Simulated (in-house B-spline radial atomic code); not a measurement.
# Ge²⁺: excited configurations in jj coupling

Wanted: excitation energies of Ge²⁺ as differences of total energies (ΔSCF).

Method: Dirac-Hartree-Fock, average of configuration, Fermi nucleus, basis-set limit. Code: in-house B-spline radial atomic code version 1.

## (1) The system

- element: germanium (Z = 32)
- charge: +2
- electrons: 30
- configuration: 1s2 2s2 2p6 3s2 3p6 3d10 4s2
- Hamiltonian: Dirac-Coulomb
- nucleus: Fermi, rms radius 4.074 fm

Settings, as recorded:

```ini
Z = 32
electrons = 30.0
configuration = 1s2 2s2 2p6 3s2 3p6 3d10 4s2
hamiltonian = dirac
method = hf
spin_polarised = False
nucleus = fermi
rms_radius = 4.0742
mass_number = 74
atomic_mass = 73.92117776
speed_of_light = 137.035999084
```

From the earlier run of the reference: total energy -2096.661105 hartree. Levels, eight at most:

| orbital | occupation | energy (eV) | <r> (bohr) |
| --- | --- | --- | --- |
| 2p1/2 | 2 | -1308.00 | 0.1812 |
| 2p3/2 | 4 | -1275.77 | 0.1847 |
| 3s1/2 | 2 | -221.61 | 0.6218 |
| 3p1/2 | 2 | -164.77 | 0.6399 |
| 3p3/2 | 4 | -160.22 | 0.6498 |
| 3d3/2 | 4 | -63.898 | 0.7179 |
| 3d5/2 | 6 | -63.241 | 0.7229 |
| 4s1/2 | 2 | -32.457 | 2.000 |

## (2) Configuration 1s2 2s2 2p6 3s2 3p6 3d10 4s1 5d-1

In configurations, a minus sign after the shell means j = l − 1/2 and a plus sign j = l + 1/2; the count of electrons follows.

The settings differ from step 1 so:

```diff
@@ -2,3 +2,3 @@
 electrons = 30.0
-configuration = 1s2 2s2 2p6 3s2 3p6 3d10 4s2
+configuration = 1s2 2s2 2p6 3s2 3p6 3d10 4s1 5d-1
 hamiltonian = dirac
```

From the run's result record (rounded, not every field):

```text
{
  "status": "converged",
  "iterations": 10,
  "energy [hartree]": {"total": -2095.75015314, "kinetic": 2141.17418152, "nuclear": -5030.52668565, "coulomb": 870.91657259, "exact_exchange": -77.3142216073},
  "breit [hartree]": {"gaunt": 1.047247, "retardation": -0.09748106, "frequency_dependence": -0.003821989},
  "qed [hartree]": {"self_energy": 0.7012583, "uehling": -0.06704837, "wichmann_kroll": 0.000608029},
  "recoil [hartree]": 0.01150254,
  "total_with_corrections [hartree]": -2094.15788864,
  "orbitals [hartree, bohr; first row names the columns]": [
    ["name", "occ", "eps", "<r>"],
    ["1s1/2", 2.0, -412.15658, 0.046977],
    ["2s1/2", 2.0, -54.527556, 0.20899],
    ["2p1/2", 2.0, -48.407038, 0.18119],
    ["2p3/2", 4.0, -47.221866, 0.18473],
    ["3s1/2", 2.0, -8.4738532, 0.62239],
    ["3p1/2", 2.0, -6.3920174, 0.6393],
    ["3p3/2", 4.0, -6.2242832, 0.64914],
    ["3d3/2", 4.0, -2.6852178, 0.71326],
    ["3d5/2", 6.0, -2.6596626, 0.7183],
    ["4s1/2", 1.0, -1.4774119, 1.9044],
    ["5d3/2", 1.0, -0.27286584, 7.3126]
  ],
  "sum_r [bohr^k]": {"-1": 157.2043, "1": 23.11317, "2": 75.3767},
  "energy_minus_base [hartree]": 0.910951555,
  "energy_minus_base_with_corrections [hartree]": 0.910237726
}
```

Wall time 1.3 s (1 thread, shared host).

energy_minus_base is the energy less that of the reference run.

Radial density 4πr²n(r) and radial functions P(r) = rR(r):

| r (bohr) | 4πr²n | 4s1/2 | 5d3/2 |
| --- | --- | --- | --- |
| 0.00478 | 5.361 | 0.0577 | 0.0000 |
| 0.00750 | 10.82 | 0.0814 | 0.0000 |
| 0.0118 | 19.87 | 0.1086 | 0.0001 |
| 0.0185 | 31.18 | 0.1303 | 0.0003 |
| 0.0291 | 39.06 | 0.1278 | 0.0009 |
| 0.0458 | 36.60 | 0.0712 | 0.0031 |
| 0.0719 | 31.76 | -0.0563 | 0.0092 |
| 0.113 | 41.04 | -0.2013 | 0.0243 |
| 0.178 | 43.06 | -0.1925 | 0.0544 |
| 0.279 | 24.69 | 0.0925 | 0.0949 |
| 0.438 | 27.10 | 0.3736 | 0.1181 |
| 0.689 | 23.50 | 0.1353 | 0.0811 |
| 1.08 | 7.225 | -0.5011 | -0.0341 |
| 1.70 | 1.447 | -0.8245 | -0.2074 |
| 2.67 | 0.3493 | -0.4951 | -0.2899 |
| 4.20 | 0.009611 | -0.0977 | -0.0040 |
| 6.60 | 0.1734 | -0.0037 | 0.4164 |
| 10.4 | 0.07016 | 0.0000 | 0.2649 |
| 16.3 | 0.0006945 | 0.0000 | 0.0264 |
| 25.6 | 3.726e-08 | 0.0000 | 0.0002 |

Clear maxima of the radial density (full grid of the record): 0.036, 0.14, 0.55, 6.6 bohr.

## (3) Configuration 1s2 2s2 2p6 3s2 3p-1 3p+4 3d10 4s2 5d+1

The settings differ from step 2 so:

```diff
@@ -2,3 +2,3 @@
 electrons = 30.0
-configuration = 1s2 2s2 2p6 3s2 3p6 3d10 4s1 5d-1
+configuration = 1s2 2s2 2p6 3s2 3p-1 3p+4 3d10 4s2 5d+1
 hamiltonian = dirac
```

From the record:

```text
{
  "status": "converged",
  "iterations": 10,
  "energy [hartree]": {"total": -2091.10129062, "kinetic": 2136.24222033, "nuclear": -5008.50745916, "coulomb": 856.791769575, "exact_exchange": -75.6278213624},
  "breit [hartree]": {"gaunt": 1.0391, "retardation": -0.09650809, "frequency_dependence": -0.003835728},
  "qed [hartree]": {"self_energy": 0.702287, "uehling": -0.06712767, "wichmann_kroll": 0.0006087375},
  "recoil [hartree]": 0.01151252,
  "total_with_corrections [hartree]": -2089.51525386,
  "orbitals [hartree, bohr; first row names the columns]": [
    ["name", "occ", "eps", "<r>"],
    ["1s1/2", 2.0, -412.83886, 0.046972],
    ["2s1/2", 2.0, -55.087637, 0.20887],
    ["2p1/2", 2.0, -48.925796, 0.1814],
    ["2p3/2", 4.0, -47.804371, 0.18462],
    ["3s1/2", 2.0, -8.8206452, 0.61663],
    ["3p1/2", 1.0, -6.8820852, 0.6302],
    ["3p3/2", 4.0, -6.64066, 0.64072],
    ["3d3/2", 4.0, -3.0059679, 0.68984],
    ["3d5/2", 6.0, -3.0850699, 0.68852],
    ["4s1/2", 2.0, -1.5570355, 1.8314],
    ["5d5/2", 1.0, -0.2808897, 7.0808]
  ],
  "sum_r [bohr^k]": {"-1": 156.5162, "1": 23.67335, "2": 73.98897},
  "energy_minus_base [hartree]": 5.55981408,
  "energy_minus_base_with_corrections [hartree]": 5.55287251
}
```

It took 1.4 s on 1 thread, shared host.

## (4) 1s2 2s2 2p6 3s2 3p6 3d10 4s1 8s1

The settings differ from step 3 so:

```diff
@@ -2,3 +2,3 @@
 electrons = 30.0
-configuration = 1s2 2s2 2p6 3s2 3p-1 3p+4 3d10 4s2 5d+1
+configuration = 1s2 2s2 2p6 3s2 3p6 3d10 4s1 8s1
 hamiltonian = dirac
```

From the record:

```text
{
  "status": "converged",
  "iterations": 11,
  "energy [hartree]": {"total": -2095.60242155, "kinetic": 2141.02812217, "nuclear": -5027.33591969, "coulomb": 868.013960849, "exact_exchange": -77.3085848721},
  "breit [hartree]": {"gaunt": 1.047251, "retardation": -0.09748108, "frequency_dependence": -0.003822029},
  "qed [hartree]": {"self_energy": 0.7012787, "uehling": -0.06705009, "wichmann_kroll": 0.0006080446},
  "recoil [hartree]": 0.01150175,
  "total_with_corrections [hartree]": -2094.01013572,
  "orbitals [hartree, bohr; first row names the columns]": [
    ["name", "occ", "eps", "<r>"],
    ["1s1/2", 2.0, -412.25708, 0.046977],
    ["2s1/2", 2.0, -54.628724, 0.20899],
    ["2p1/2", 2.0, -48.507723, 0.18119],
    ["2p3/2", 4.0, -47.323018, 0.18473],
    ["3s1/2", 2.0, -8.5739822, 0.62234],
    ["3p1/2", 2.0, -6.4914491, 0.63928],
    ["3p3/2", 4.0, -6.3242205, 0.64908],
    ["3d3/2", 4.0, -2.7837414, 0.71321],
    ["3d5/2", 6.0, -2.7595909, 0.718],
    ["4s1/2", 1.0, -1.570886, 1.9077],
    ["8s1/2", 1.0, -0.12677228, 18.029]
  ],
  "sum_r [bohr^k]": {"-1": 157.1046, "1": 33.83032, "2": 377.257},
  "energy_minus_base [hartree]": 1.05868315,
  "energy_minus_base_with_corrections [hartree]": 1.05799065
}
```

Wall time 3.1 s (1 thread, shared host).

## (5) 1s2 2s2 2p6 3s2 3p6 3d10 4s1 6s1

The settings differ from step 4 so:

```diff
@@ -2,3 +2,3 @@
 electrons = 30.0
-configuration = 1s2 2s2 2p6 3s2 3p6 3d10 4s1 8s1
+configuration = 1s2 2s2 2p6 3s2 3p6 3d10 4s1 6s1
 hamiltonian = dirac
```

From the record:

```text
{
  "status": "converged",
  "iterations": 12,
  "energy [hartree]": {"total": -2095.76093911, "kinetic": 2141.189459, "nuclear": -5030.03502084, "coulomb": 870.396218034, "exact_exchange": -77.3115953149},
  "breit [hartree]": {"gaunt": 1.047281, "retardation": -0.09748323, "frequency_dependence": -0.003821843},
  "qed [hartree]": {"self_energy": 0.7013076, "uehling": -0.06705264, "wichmann_kroll": 0.0006080676},
  "recoil [hartree]": 0.01150294,
  "total_with_corrections [hartree]": -2094.16859741,
  "orbitals [hartree, bohr; first row names the columns]": [
    ["name", "occ", "eps", "<r>"],
    ["1s1/2", 2.0, -412.17381, 0.046977],
    ["2s1/2", 2.0, -54.546377, 0.20899],
    ["2p1/2", 2.0, -48.42508, 0.18119],
    ["2p3/2", 4.0, -47.240381, 0.18473],
    ["3s1/2", 2.0, -8.4922506, 0.62234],
    ["3p1/2", 2.0, -6.4093125, 0.63932],
    ["3p3/2", 4.0, -6.2420932, 0.64913],
    ["3d3/2", 4.0, -2.7016572, 0.71347],
    ["3d5/2", 6.0, -2.6775107, 0.71827],
    ["4s1/2", 1.0, -1.4869861, 1.9054],
    ["6s1/2", 1.0, -0.29408332, 8.0068]
  ],
  "sum_r [bohr^k]": {"-1": 157.189, "1": 23.8088, "2": 86.27586},
  "energy_minus_base [hartree]": 0.900165584,
  "energy_minus_base_with_corrections [hartree]": 0.899528959
}
```

It took 1.6 s on 1 thread, shared host.

## (6) Configuration 1s2 2s2 2p6 3s2 3p-2 3p+3 3d10 4s2 6g+1

The settings differ from step 5 so:

```diff
@@ -2,3 +2,3 @@
 electrons = 30.0
-configuration = 1s2 2s2 2p6 3s2 3p6 3d10 4s1 6s1
+configuration = 1s2 2s2 2p6 3s2 3p-2 3p+3 3d10 4s2 6g+1
 hamiltonian = dirac
```

From the record:

```text
{
  "status": "converged",
  "iterations": 10,
  "energy [hartree]": {"total": -2091.10602616, "kinetic": 2136.58262603, "nuclear": -5006.31120537, "coulomb": 854.266730492, "exact_exchange": -75.6441773103},
  "breit [hartree]": {"gaunt": 1.042504, "retardation": -0.0965131, "frequency_dependence": -0.003723092},
  "qed [hartree]": {"self_energy": 0.7019335, "uehling": -0.06713227, "wichmann_kroll": 0.0006087817},
  "recoil [hartree]": 0.01150797,
  "total_with_corrections [hartree]": -2089.51684044,
  "orbitals [hartree, bohr; first row names the columns]": [
    ["name", "occ", "eps", "<r>"],
    ["1s1/2", 2.0, -412.91267, 0.046973],
    ["2s1/2", 2.0, -55.172226, 0.20888],
    ["2p1/2", 2.0, -49.07443, 0.18109],
    ["2p3/2", 4.0, -47.856357, 0.18489],
    ["3s1/2", 2.0, -8.911499, 0.61663],
    ["3p1/2", 2.0, -6.9018995, 0.63141],
    ["3p3/2", 3.0, -6.7537626, 0.64035],
    ["3d3/2", 4.0, -3.1895132, 0.68527],
    ["3d5/2", 6.0, -3.1132127, 0.69194],
    ["4s1/2", 2.0, -1.644458, 1.8247],
    ["6g9/2", 1.0, -0.12506147, 14.652]
  ],
  "sum_r [bohr^k]": {"-1": 156.4476, "1": 31.22468, "2": 258.6049},
  "energy_minus_base [hartree]": 5.55507854,
  "energy_minus_base_with_corrections [hartree]": 5.55128592
}
```

Wall time 1.4 s (1 thread, shared host).

## (7) Run with 1s2 2s2 2p6 3s2 3p6 3d-3 3d+6 4s2 6p+1

The settings differ from step 6 so:

```diff
@@ -2,3 +2,3 @@
 electrons = 30.0
-configuration = 1s2 2s2 2p6 3s2 3p-2 3p+3 3d10 4s2 6g+1
+configuration = 1s2 2s2 2p6 3s2 3p6 3d-3 3d+6 4s2 6p+1
 hamiltonian = dirac
```

From the record:

```text
{
  "status": "converged",
  "iterations": 10,
  "energy [hartree]": {"total": -2094.75062235, "kinetic": 2140.25447986, "nuclear": -5016.30380672, "coulomb": 857.571743713, "exact_exchange": -76.2730392012},
  "breit [hartree]": {"gaunt": 1.047317, "retardation": -0.09758596, "frequency_dependence": -0.003832013},
  "qed [hartree]": {"self_energy": 0.7021339, "uehling": -0.06711903, "wichmann_kroll": 0.0006086679},
  "recoil [hartree]": 0.01152346,
  "total_with_corrections [hartree]": -2093.15757674,
  "orbitals [hartree, bohr; first row names the columns]": [
    ["name", "occ", "eps", "<r>"],
    ["1s1/2", 2.0, -412.63858, 0.046979],
    ["2s1/2", 2.0, -55.057422, 0.20896],
    ["2p1/2", 2.0, -48.904677, 0.18108],
    ["2p3/2", 4.0, -47.754335, 0.18475],
    ["3s1/2", 2.0, -8.9095603, 0.61637],
    ["3p1/2", 2.0, -6.7378302, 0.63254],
    ["3p3/2", 4.0, -6.6575422, 0.64121],
    ["3d3/2", 3.0, -3.1050134, 0.68695],
    ["3d5/2", 6.0, -3.0950349, 0.69029],
    ["4s1/2", 2.0, -1.5893129, 1.8302],
    ["6p3/2", 1.0, -0.24440159, 8.9841]
  ],
  "sum_r [bohr^k]": {"-1": 156.7599, "1": 25.52281, "2": 107.252},
  "energy_minus_base [hartree]": 1.91048235,
  "energy_minus_base_with_corrections [hartree]": 1.91054963
}
```

Wall time 1.3 s (1 thread, shared host).

## (8) Run with 1s2 2s2 2p6 3s2 3p-2 3p+3 3d10 4s2 7d+1

The settings differ from step 7 so:

```diff
@@ -2,3 +2,3 @@
 electrons = 30.0
-configuration = 1s2 2s2 2p6 3s2 3p6 3d-3 3d+6 4s2 6p+1
+configuration = 1s2 2s2 2p6 3s2 3p-2 3p+3 3d10 4s2 7d+1
 hamiltonian = dirac
```

From the record:

```text
{
  "status": "converged",
  "iterations": 10,
  "energy [hartree]": {"total": -2091.10511451, "kinetic": 2136.58125468, "nuclear": -5006.20527575, "coulomb": 854.165212001, "exact_exchange": -75.6463054512},
  "breit [hartree]": {"gaunt": 1.042501, "retardation": -0.09651352, "frequency_dependence": -0.003723095},
  "qed [hartree]": {"self_energy": 0.7019301, "uehling": -0.06713196, "wichmann_kroll": 0.000608779},
  "recoil [hartree]": 0.01150784,
  "total_with_corrections [hartree]": -2089.51593514,
  "orbitals [hartree, bohr; first row names the columns]": [
    ["name", "occ", "eps", "<r>"],
    ["1s1/2", 2.0, -412.91583, 0.046973],
    ["2s1/2", 2.0, -55.175275, 0.20888],
    ["2p1/2", 2.0, -49.077438, 0.18109],
    ["2p3/2", 4.0, -47.859467, 0.18489],
    ["3s1/2", 2.0, -8.9149872, 0.61664],
    ["3p1/2", 2.0, -6.9053865, 0.63144],
    ["3p3/2", 3.0, -6.757354, 0.64037],
    ["3d3/2", 4.0, -3.193021, 0.68536],
    ["3d5/2", 6.0, -3.1170019, 0.692],
    ["4s1/2", 2.0, -1.6500959, 1.8264],
    ["7d5/2", 1.0, -0.12415612, 17.177]
  ],
  "sum_r [bohr^k]": {"-1": 156.4443, "1": 33.75351, "2": 348.8788},
  "energy_minus_base [hartree]": 5.55599018,
  "energy_minus_base_with_corrections [hartree]": 5.55219122
}
```

It took 2.9 s on 1 thread, shared host.

## (9) 1s2 2s2 2p6 3s2 3p6 3d-3 3d+6 4s2 4p-1

The settings differ from step 8 so:

```diff
@@ -2,3 +2,3 @@
 electrons = 30.0
-configuration = 1s2 2s2 2p6 3s2 3p-2 3p+3 3d10 4s2 7d+1
+configuration = 1s2 2s2 2p6 3s2 3p6 3d-3 3d+6 4s2 4p-1
 hamiltonian = dirac
```

From the record:

```text
{
  "status": "converged",
  "iterations": 9,
  "energy [hartree]": {"total": -2095.50126732, "kinetic": 2141.02452344, "nuclear": -5027.2586191, "coulomb": 867.106913993, "exact_exchange": -76.3740856531},
  "breit [hartree]": {"gaunt": 1.047896, "retardation": -0.09766337, "frequency_dependence": -0.003830685},
  "qed [hartree]": {"self_energy": 0.7020167, "uehling": -0.06710967, "wichmann_kroll": 0.000608584},
  "recoil [hartree]": 0.01152467,
  "total_with_corrections [hartree]": -2093.90782527,
  "orbitals [hartree, bohr; first row names the columns]": [
    ["name", "occ", "eps", "<r>"],
    ["1s1/2", 2.0, -412.29524, 0.046979],
    ["2s1/2", 2.0, -54.722066, 0.20897],
    ["2p1/2", 2.0, -48.572419, 0.18108],
    ["2p3/2", 4.0, -47.41767, 0.18476],
    ["3s1/2", 2.0, -8.5795555, 0.61661],
    ["3p1/2", 2.0, -6.4167816, 0.63226],
    ["3p3/2", 4.0, -6.3269203, 0.64162],
    ["3d3/2", 3.0, -2.7781574, 0.69036],
    ["3d5/2", 6.0, -2.7654005, 0.69223],
    ["4s1/2", 2.0, -1.344161, 1.8943],
    ["4p1/2", 1.0, -1.0027613, 2.2016]
  ],
  "sum_r [bohr^k]": {"-1": 157.1022, "1": 18.89193, "2": 23.10629},
  "energy_minus_base [hartree]": 1.15983738,
  "energy_minus_base_with_corrections [hartree]": 1.16030109
}
```

Run time: 1.1 s. Hardware: 1 thread, shared host.

## (10) Energies above the reference

| net move | configuration | energy above the reference (eV) | with Breit, QED, recoil (eV) | largest <r> (bohr) |
| --- | --- | --- | --- | --- |
| 4s → 6s | 1s2 2s2 2p6 3s2 3p6 3d10 4s1 6s1 | 24.495 | 24.477 | 8.01 |
| 4s → 5d3/2 | 1s2 2s2 2p6 3s2 3p6 3d10 4s1 5d-1 | 24.788 | 24.769 | 7.31 |
| 4s → 8s | 1s2 2s2 2p6 3s2 3p6 3d10 4s1 8s1 | 28.808 | 28.789 | 18.0 |
| 3d3/2 → 4p1/2 | 1s2 2s2 2p6 3s2 3p6 3d-3 3d+6 4s2 4p-1 | 31.561 | 31.573 | 2.20 |
| 3d3/2 → 6p3/2 | 1s2 2s2 2p6 3s2 3p6 3d-3 3d+6 4s2 6p+1 | 51.987 | 51.989 | 8.98 |
| 3p3/2 → 6g9/2 | 1s2 2s2 2p6 3s2 3p-2 3p+3 3d10 4s2 6g+1 | 151.16 | 151.06 | 14.7 |
| 3p3/2 → 7d5/2 | 1s2 2s2 2p6 3s2 3p-2 3p+3 3d10 4s2 7d+1 | 151.19 | 151.08 | 17.2 |
| 3p1/2 → 5d5/2 | 1s2 2s2 2p6 3s2 3p-1 3p+4 3d10 4s2 5d+1 | 151.29 | 151.10 | 7.08 |

**Reading.** The lowest of them is 4s → 6s at 24.495 eV and the highest 3p1/2 → 5d5/2 at 151.29 eV. Koopmans' estimate of the ionisation threshold is 32.457 eV; 4 configurations exceed it by over 2 % and could autoionise. Two partly filled shells share a symmetry and can mix in the average, which may lower the energy, for: 4s → 6s; 4s → 8s. These are averages over configurations, without correlation, not spectroscopic levels.
